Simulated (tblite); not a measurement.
# CH5BrO2Si2 (SMILES O=CO[SiH2][SiH2]Br): IPEA1-xTB (electric field (0.0001, 0.0213, -0.003) a.u.)

We compute a geometry optimisation of CH5BrO2Si2. Input form: a Python script.

Program for the calculation: tblite 0.8.0.

8 further runs of the same task are left out: 2 that didn't finish, 6 set aside as unsound or not needed.

### 1 The structure to begin with

The species is CH5BrO2Si2 (11 atoms), meant as a singlet with charge 0. As SMILES, `O=CO[SiH2][SiH2]Br`. The coordinates come from a GFN2-xTB relaxation. This is one conformer, not always the lowest. The run starts from this shape.

Bond lengths: O1–C2 1.197 Å, C2–O3 1.304 Å, O3–Si4 1.681 Å, Si4–Si5 2.312 Å, Si5–Br6 2.233 Å, C2–H7 1.102 Å, Si4–H8 1.463 Å, Si4–H9 1.458 Å, Si5–H10 1.465 Å, Si5–H11 1.455 Å. Some angles: O1–C2–O3 124.5°, C2–O3–Si4 122.7°, O3–Si4–Si5 111.4°, Si4–Si5–Br6 109.8°, O1–C2–H7 123.6°, O3–C2–H7 111.9°, O3–Si4–H8 105.2°, O3–Si4–H9 96.6°, Si5–Si4–H8 111.6°, Si5–Si4–H9 117.9°.

### 2 A structure relaxation at IPEA1-xTB (electric field (0.0001, 0.0213, -0.003) a.u.)

Input file calc.py:

```python
import json
import numpy as np
from tblite.interface import Calculator
from tblite.library import ffi
from tblite.interface import symbols_to_numbers
from scipy.optimize import minimize

geometry = """
O      1.008670    -0.333300     1.693990
C     -0.104590    -0.032830     2.016990
O     -1.133670    -0.041460     1.216870
Si    -1.030840    -0.519400    -0.390960
Si     0.921910     0.236250    -1.370580
Br     0.907220     2.467920    -1.459620
H     -0.378830     0.288220     3.034770
H     -1.088430    -1.980530    -0.360140
H     -2.286970     0.080150    -0.823760
H      0.970380    -0.118360    -2.791310
H      2.215150    -0.046670    -0.766240
"""
lines = [l.split() for l in geometry.strip().splitlines()]
symbols = [l[0] for l in lines]
numbers = np.array(symbols_to_numbers(symbols))
positions = np.array([l[1:4] for l in lines], float) / 0.52917721

xtb = Calculator("IPEA1-xTB", numbers, positions, charge=0, uhf=0)
xtb.set("verbosity", 0)
xtb.add("spin-polarization", 1.0)
xtb.add("electric-field", ffi.new("double[3]", [0.0001, 0.0213, -0.003]))  # atomic units
last, frames, energies, grads = [None], [], [], []

def fun(x):
    xtb.update(x.reshape(-1, 3))
    last[0] = xtb.singlepoint(last[0])
    return float(last[0].get('energy')), last[0].get('gradient').ravel()

def show(x):
    e, g = fun(x)
    frames.append(x.reshape(-1, 3).tolist())
    energies.append(e)
    grads.append(g.reshape(-1, 3).tolist())
    print(f"{len(energies) - 1:4d} {e:16.9f} {np.abs(g).max():12.3e} {np.linalg.norm(g):12.3e}")

print("step      energy/Eh       max grad     grad norm")
show(positions.ravel())
opt = minimize(fun, positions.ravel(), jac=True, method="BFGS", callback=show, options={"gtol": 0.0003, "maxiter": 500})
print("converged:", opt.success, "-", opt.message)
fun(opt.x)
sp = last[0]
final = opt.x.reshape(-1, 3)
print("final geometry (angstrom)")
for s, p in zip(symbols, final * 0.529177210903):
    print(f"{s:<2} {p[0]:12.6f} {p[1]:12.6f} {p[2]:12.6f}")
print(f"E(total): {sp.get('energy') * 27.211386:.8f} eV")
eps = np.atleast_2d(sp.get("orbital-energies")) * 27.211386
occ = np.atleast_2d(sp.get("orbital-occupations"))
filled = occ.sum(axis=0) if eps.shape[0] == 1 else occ[0]
homo = np.nonzero(filled > 0.5)[0].max()
print(f"HOMO {eps[0, homo]:.4f} eV")
if homo + 1 < eps.shape[1]:
    print(f"LUMO {eps[0, homo + 1]:.4f} eV, gap {eps[0, homo + 1] - eps[0, homo]:.4f} eV")
mu = sp.get("dipole") * 2.541746
print(f"|mu|: {np.linalg.norm(mu):.4f} D, components " + " ".join(f"{c:.4f}" for c in mu))
q = sp.get("charges")
print("Charges:", " ".join(f"{s}{i + 1}={c:+.4f}" for i, (s, c) in enumerate(zip(symbols, q))))
out = {k: np.asarray(sp.get(k)).tolist() for k in ("energy", "gradient", "charges", "dipole", "orbital-energies", "orbital-occupations")}
out.update(symbols=symbols, positions=(positions * 0.529177210903).tolist(), final=final.tolist(), frames=frames, step_energies=energies, grads=grads, success=bool(opt.success))
json.dump(out, open("results.json", "w"))
```

The run is started by

```bash
$ python calc.py
```

**Question.** What will come out? Wanted: total energy at the end; dipole moment; HOMO–LUMO gap.

Answer, from the run:

Level: IPEA1-xTB (electric field (0.0001, 0.0213, -0.003) a.u.).

```
               quantity         value
total energy at the end  -22.62108 Eh
          dipole moment       13.92 D
          HOMO–LUMO gap       2.33 eV
```

In words: At the final geometry: Bond lengths: O1–C2 1.218 Å, C2–O3 1.285 Å, O3–Si4 1.688 Å, Si4–Si5 2.312 Å, Si5–Br6 2.268 Å, C2–H7 1.106 Å, Si4–H8 1.442 Å, Si4–H9 1.459 Å, Si5–H10 1.412 Å, Si5–H11 1.426 Å. Some angles: O1–C2–O3 124.7°, C2–O3–Si4 159.4°, O3–Si4–Si5 111.8°, Si4–Si5–Br6 89.6°, O1–C2–H7 121.4°, O3–C2–H7 113.9°, O3–Si4–H8 96.6°, O3–Si4–H9 96.1°, Si5–Si4–H8 131.0°, Si5–Si4–H9 114.4°. The optimisation took 204 steps and changed the energy by -1.897 eV. Mulliken charges run from -0.39 on O1 to +0.23 on Si5.
